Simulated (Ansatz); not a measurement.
Runs of Ansatz 0.2.0 on HfIn4SiO6. The typed cell holds 12 atoms: a = 5.699 Å, b = 6.149 Å, c = 7.308 Å, α = 98.49°, β = 111.85°, γ = 96.55°. The cell was built by a generator and needn't be a form met in nature.

| task | level | cell | k mesh | cutoff (eV) | points for each segment of the path | gap on the mesh (eV) | pressure (GPa) | relaxed volume (Å³/atom) | largest force (eV/Å) |
| --- | --- | --- | --- | --- | --- | --- | --- | --- | --- |
| relaxation of cell and atoms | PBEsol | relaxed | 4 × 4 × 3 | 420 | - | 0.67 | 0.0 | (b) | 0.01 |
| band structure | r2SCAN | as given | 5 × 5 × 4 | 500 | 10 | 1.05 | -3.2 | - | 0.32 |
| band structure | PBEsol | as given | 5 × 5 × 4 | 420 | 10 | 0.84 | -3.2 | - | 0.26 |
| relaxation of cell and atoms | r2SCAN | relaxed | 4 × 4 × 3 | 500 | - | (a) | 0.0 | 18.03 | 0.01 |

Alike in all rows: potentials or basis Ansatz PAW; no spin polarisation; smearing fermi-dirac 0.05 eV.

**Question.** Fill in the values left out.

**Answer.** (a) 0.79; (b) 17.80.

Caveats: spin-orbit coupling is left out, which moves the levels of the heavy elements; the PAW data sets come from PBE, with cores solved anew for the run's functional, which leaves a small shift of forces and pressure; odd divisions of the mesh miss points on the zone boundary, where band edges often lie, so the gap on the mesh can be too wide (some runs); the plane-wave basis is chosen anew once the cell has moved, so the energies of steps on either side of that aren't comparable (some runs).

A k mesh can miss the band edges, and the runs leave out spin-orbit coupling on Hf, In.

Runs at the PBE level aren't shown here.
